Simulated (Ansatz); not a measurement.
# FZr: the cost of one run

Computed with Ansatz 0.2.0, Gaussian basis. Level: def2-QZVPP, core rule «outside noble gas», up to 5 orbitals frozen.

To be run: UHF; ROHF; CCSD(T) on UHF.

2 further runs of the same task are left out: 2 set aside as unsound or not needed.

## (1) What is computed

The geometry is a PBE0/def2-TZVP stationary point (not a proven minimum) of the parent state, kept for this charge and spin. No spin-orbit coupling is included. Elements past krypton take def2 core potentials.

2 atoms, charge 1, spin multiplicity 3.

Atoms are counted from 1 here; the program's logs count them from 0.

Bond lengths: Zr1–F2 1.828 Å.

## (2) UHF

Input file in.yaml:

```yaml
crystal:
  periodic: [false, false, false]
  atoms:
    - {symbol: Zr, position_ang: [0.000000, 0.000000, 0.000000]}
    - {symbol: F, position_ang: [0.000000, 0.000000, 1.828200]}
basis:
  gaussian: {orbitals: "def2-QZVPP.json"}
total_charge: 1
magnetization: {spin_polarized: true, initial_magnetization: 2}
hamiltonian: {xc: hf}
output: {orbitals: {seedname: orbitals}}
```

Launch:

```sh
$ ansatz run in.yaml --threads 1 --pin off --events-out ev --progress --plain --max-ram 4096MiB --backend cpu
```

**Question.** How long does this run take on 1 thread of AMD EPYC 7R13, shared host, and how much memory does it need?

About 14 s, with a peak of 0.31 GiB.
